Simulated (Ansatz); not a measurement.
Working through an equation of state with a fit of RbLuO2, space group R-3m

Program: Ansatz 0.2.0, Python API.

Notebook, run cell by cell (the value of a cell's last expression is shown):

```python
import ansatz
import numpy as np
```

```python
VECTORS = np.array([
    [1.7, 0.9815, 6.38333],
    [-1.7, 0.9815, 6.38333],
    [0.0, -1.96299, 6.38333],
])
SITES = [
    ("Rb", (0.0, 0.0, 0.0)),
    ("Lu", (0.5, 0.5, 0.5)),
    ("O", (0.223, 0.223, 0.223)),
    ("O", (0.777, 0.777, 0.777)),
]
```

```python
def make_crystal(cell):
    crystal = ansatz.Crystal(lattice=ansatz.Lattice.of(cell))
    for symbol, position in SITES:
        crystal = crystal.atom(symbol, position)
    return crystal
```

```python
# uniform scaling of the cell
volumes, energies = [], []
for scale in np.linspace(0.88, 1.12, 7):
    cell = VECTORS * scale ** (1 / 3)
    model = (
        make_crystal(cell).calculation()
        .basis(420)
        .occupations(ansatz.OccupationsMethod.METHFESSEL_PAXTON)
        .functional(ansatz.Functional.LDA)
        .pseudopotentials("paw")
        .kpoints(6, 6, 6)
    )
    r = model.run(threads=1, pin="off").report
    volumes.append(abs(np.linalg.det(cell)) / len(SITES))
    energies.append(r["free_energy_ev"] / len(SITES))
    print(f"V = {volumes[-1]:8.4f} A^3/atom  F = {energies[-1]:.5f} eV/atom")
```

    DeckWarning: crystal.lattice, of which some number shows no typed digit to judge by, misses the space group found at crystal.symmetry.tolerance 1.0e-5 by more than rounding, which is why this is a [...]
    V =  14.0591 A^3/atom  F = -4695.06499 eV/atom
    V =  14.6982 A^3/atom  F = -4695.10882 eV/atom
    V =  15.3373 A^3/atom  F = -4695.12648 eV/atom
    V =  15.9763 A^3/atom  F = -4695.12307 eV/atom
    V =  16.6154 A^3/atom  F = -4695.10294 eV/atom
    V =  17.2544 A^3/atom  F = -4695.06925 eV/atom
    V =  17.8935 A^3/atom  F = -4695.02487 eV/atom

```python
# third-order Birch-Murnaghan: a cubic in V^(-2/3)
x = np.array(volumes) ** (-2 / 3)
poly = np.polynomial.Polynomial.fit(x, energies, 3).convert()
roots = poly.deriv().roots()
x0 = min((r.real for r in roots if abs(r.imag) < 1e-9 and poly.deriv(2)(r.real) > 0), key=lambda r: abs(r - x.mean()))
v0 = x0 ** -1.5
b0 = 4 / 9 * poly.deriv(2)(x0) * v0 ** (-7 / 3) * 160.21766
b1 = 4 + 2 / 3 * x0 * poly.deriv(3)(x0) / poly.deriv(2)(x0)
print(f"V0 = {v0:.4f} A^3/atom, B0 = {b0:.1f} GPa, dB/dP = {b1:.2f}")
```

    V0 = 15.5382 A^3/atom, B0 = 118.7 GPa, dB/dP = 4.40

A third-order Birch-Murnaghan fit through the 7 points has its minimum at 15.54 Å³ an atom, 2.7 % below the typed cell, with a bulk modulus of 119 GPa and dB/dP = 4.4. From that minimum the energy rises by 62.4 meV an atom on the compressed side and 102.6 meV on the expanded side.

Notes:
- Absolute energies stand on the zero of these potentials, so only differences at equal settings mean something.
- Shape and fractional positions are held along the curve, so the bulk modulus is an upper value where they are free to relax.
- The starting cell is as deposited in a crystallographic database; the results hold for this polymorph, which needn't be the stable one.
- Warnings are shown shortened and without file and line.
- It ran for 20 s on 1 thread of Arm Neoverse V2, with other jobs on the host, peak memory 0.42 GiB.
